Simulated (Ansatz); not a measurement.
Set up this calculation in Ansatz 0.2.0, as the native input.

- Task: projected density of states
- Functional: PBE
- Potentials or basis: Ansatz PAW
- Cutoff: 420 eV (not typed: the program's choice for these potentials)
- k mesh: 5 × 5 × 4
- Occupations: fermi-dirac, width 0.05 eV
- Spin: collinear spin, ferromagnetic start
- Starting moments: [0.0, 0.0, 0.0, 0.0, 4.0, 4.0, 1.0, 1.0, 0.0, 0.0, 0.0, 0.0, 0.0, 0.0, 0.0, 0.0, 0.0, 0.0, 0.0, 0.0] μB
- Hubbard terms: La f U = 4 eV, Mn d U = 4 eV, Mo d U = 4 eV
- Hubbard projectors: ortho-atomic (the default)
- Double counting: fll (the default)

The system is NaLaMnMoO6.

```
CELL_PARAMETERS angstrom
3.79453 -3.84926 -0.00008
3.79453 3.84926 -0.00008
-0.04604 0.00000 8.22029
ATOMIC_POSITIONS crystal
Na 0.50640 0.49360 0.75000
Na 0.49360 0.50640 0.25000
La 0.01239 0.98761 0.75000
La 0.98761 0.01239 0.25000
Mn 0.00000 0.50000 0.50000
Mn 0.50000 0.00000 0.00000
Mo 0.50000 0.00000 0.50000
Mo 0.00000 0.50000 0.00000
O 0.54302 0.05203 0.73247
O 0.45698 0.94797 0.26753
O 0.27994 0.71875 0.54832
O 0.72006 0.28125 0.45168
O 0.79897 0.79494 0.49934
O 0.20103 0.20506 0.50066
O 0.05203 0.54302 0.23247
O 0.94797 0.45698 0.76753
O 0.79494 0.79897 0.99934
O 0.20506 0.20103 0.00066
O 0.28125 0.72006 0.95168
O 0.71875 0.27994 0.04832
```

The cell was built by a generator and needn't be a form met in nature.

The input as run:

input.yaml

```yaml
crystal:
  lattice:
    - [3.79453, -3.84926, -8.0e-05]
    - [3.79453, 3.84926, -8.0e-05]
    - [-0.04604, 0.0, 8.22029]
  atoms:
    - { symbol: Na, position: [0.5064, 0.4936, 0.75] }
    - { symbol: Na, position: [0.4936, 0.5064, 0.25] }
    - { symbol: La, position: [0.01239, 0.98761, 0.75] }
    - { symbol: La, position: [0.98761, 0.01239, 0.25] }
    - { symbol: Mn, position: [0.0, 0.5, 0.5], spin: 4.0 }
    - { symbol: Mn, position: [0.5, 0.0, 0.0], spin: 4.0 }
    - { symbol: Mo, position: [0.5, 0.0, 0.5], spin: 1.0 }
    - { symbol: Mo, position: [0.0, 0.5, 0.0], spin: 1.0 }
    - { symbol: O, position: [0.54302, 0.05203, 0.73247] }
    - { symbol: O, position: [0.45698, 0.94797, 0.26753] }
    - { symbol: O, position: [0.27994, 0.71875, 0.54832] }
    - { symbol: O, position: [0.72006, 0.28125, 0.45168] }
    - { symbol: O, position: [0.79897, 0.79494, 0.49934] }
    - { symbol: O, position: [0.20103, 0.20506, 0.50066] }
    - { symbol: O, position: [0.05203, 0.54302, 0.23247] }
    - { symbol: O, position: [0.94797, 0.45698, 0.76753] }
    - { symbol: O, position: [0.79494, 0.79897, 0.99934] }
    - { symbol: O, position: [0.20506, 0.20103, 0.00066] }
    - { symbol: O, position: [0.28125, 0.72006, 0.95168] }
    - { symbol: O, position: [0.71875, 0.27994, 0.04832] }
hamiltonian:
  xc: pbe
  pseudopotentials: { kind: paw }
  hubbard:
    sites:
      - { species: La, l: f, u_eff: 4.0 }
      - { species: Mn, l: d, u_eff: 4.0 }
      - { species: Mo, l: d, u_eff: 4.0 }
magnetization:
  spin_polarized: true
kpoints:
  mp_grid: { grid: [5, 5, 4] }
scf:
  occupations: { method: fermi_dirac, width: 0.05 }
  n_extra_bands: 50
output:
  forces: true
  stress: true
  eigenvalues: true
  dos: { projected: true, de: 0.05, nscf_kmesh: { grid: [8, 8, 6] } }
  write_density: true
  write_potential: true
  elf: true
  volumetric_format: npy
```

Potentials or basis: Ansatz PAW.

Launch:

```sh
$ ansatz run input.yaml --threads 8 --pin off --max-ram 20480MiB --backend cpu --events-out ev --progress --plain --runs-dir out
```

Results of the run:

```yaml
Pressure: 4.6 GPa
Largest_force: 0.504 eV/Å
Band_gap_on_the_k_mesh: 0.08 eV, indirect (least direct gap 0.09 eV)
Net_moment: 10.00 μB per cell
Absolute_moment: 10.57 μB per cell
Site_moments: Na +0.00; La +0.01; Mn +3.47; Mo +0.52; O +0.02, -0.00, -0.01 μB
```

Caveat: the magnetic or orbital state may not be the lowest; odd divisions of the mesh miss points on the zone boundary, where band edges often lie, so the gap on the mesh can be too wide; the pressure holds a Pulay correction of +0.6 GPa for the finite cutoff; spin-orbit coupling is left out, which moves the levels of the heavy elements; only a ferromagnetic start was run, and an antiferromagnetic order may lie lower in energy; the density of states is complete only up to the lowest level of the last band computed.

Wall time 13 min on 8 threads of AMD EPYC 7R43 64-Core Processor (Zen 3), on a shared host, peak memory 9.1 GiB.
